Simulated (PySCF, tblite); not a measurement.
# C4H7F2O2Si radical: geometry, infrared bands and EPR parameters

What infrared bands and EPR parameters should C4H7F2O2Si radical (`C[C]1O[SiH2]O[C@@H]1C(F)F`) show?

Computed with tblite 0.8.0 and PySCF 2.14.0, with density-fitted response routines of our own, on a single molecule in the gas phase. Atoms are numbered from 0 throughout.

**1. The molecule as given**

16 atoms, charge 0, multiplicity 2; geometry from: force field or distance geometry start.

Bonds of the start (Å): C0–C1 1.48, C1–O2 1.37, O2–Si3 1.67, Si3–O4 1.68, O4–C5 1.45, C5–C6 1.54, C6–F7 1.35, C6–F8 1.37, C5–C1 1.51, C0–H9 1.09, C0–H10 1.11, C0–H11 1.09, Si3–H12 1.49, Si3–H13 1.47, C5–H14 1.10, C6–H15 1.09.

**2. Geometry optimisation with GFN2-xTB**

Job settings and geometry (Å):

```
{"job": {"kind": "relax", "xc": "GFN2-xTB", "basis": "xTB"}, "charge": 0, "multiplicity": 2}
C     -1.471800    -1.378100     0.326200
C     -0.755100    -0.088800     0.191100
O     -1.423700     1.039300    -0.193900
Si    -0.320000     2.293700    -0.283200
O      1.052100     1.469200     0.238500
C      0.721400     0.077500     0.455000
C      1.628200    -0.825400    -0.396400
F      1.232200    -0.837300    -1.685900
F      1.558800    -2.113800     0.052600
H     -1.167700    -2.076700    -0.446500
H     -2.562700    -1.225700     0.227400
H     -1.293200    -1.832000     1.305700
H     -0.658400     3.363900     0.697100
H     -0.138800     2.765500    -1.667100
H      0.921600    -0.117600     1.519200
H      2.669500    -0.504800    -0.351300
```

On the command line:

```bash
> OMP_NUM_THREADS=1 python probes_run.py task.json out
```

One launch serves the whole session: the jobs run in the order shown.

**Question.** This job is followed by: GFN2-xTB harmonic vibrations, gas phase; UKS B3LYP, pcH-1 on C F H O Si, non-relativistic, mean-field spin-orbit, GIAO. Predict these results of the whole session: strongest single infrared mode (GFN2-xTB); zero-point energy (GFN2-xTB); g(iso) (B3LYP); ⟨S²⟩; largest a(iso) (averaged by class); potential on the surface of density 0.002 e/bohr³, 1st and 99th percentile.

**Answer**, as computed:

```
                                                                  quantity                  value
                                 strongest single infrared mode (GFN2-xTB)  2353 cm⁻¹, 335 km/mol
                                              zero-point energy (GFN2-xTB)          66.4 kcal/mol
                                                            g(iso) (B3LYP)                2.00314
                                                                      ⟨S²⟩     0.754 (exact 0.75)
                                        largest a(iso) (averaged by class)   13C on C1, 152.3 MHz
potential on the surface of density 0.002 e/bohr³, 1st and 99th percentile     -1.00 V and 1.91 V
```

Over 108 steps the energy fell by 0.203 eV; of the close pairs, O4–C5 changed most, 1.447 to 1.395 Å. No mode is imaginary among the 42: a minimum at this level. The strongest single mode, at 2353 cm⁻¹, moves mainly H13. GFN2-xTB is a fitted tight-binding method: band positions and strengths are rough. Its intensities can rank the bands wrongly. C1 carries the largest spin population, 0.87 e. The isotropic g lies 0.8 ppt above the free-electron value. These values are for one conformer; the search (at its own cheap level) found 2 more, at 1.01, 2.22 kcal/mol, and measured spectra average over such forms.
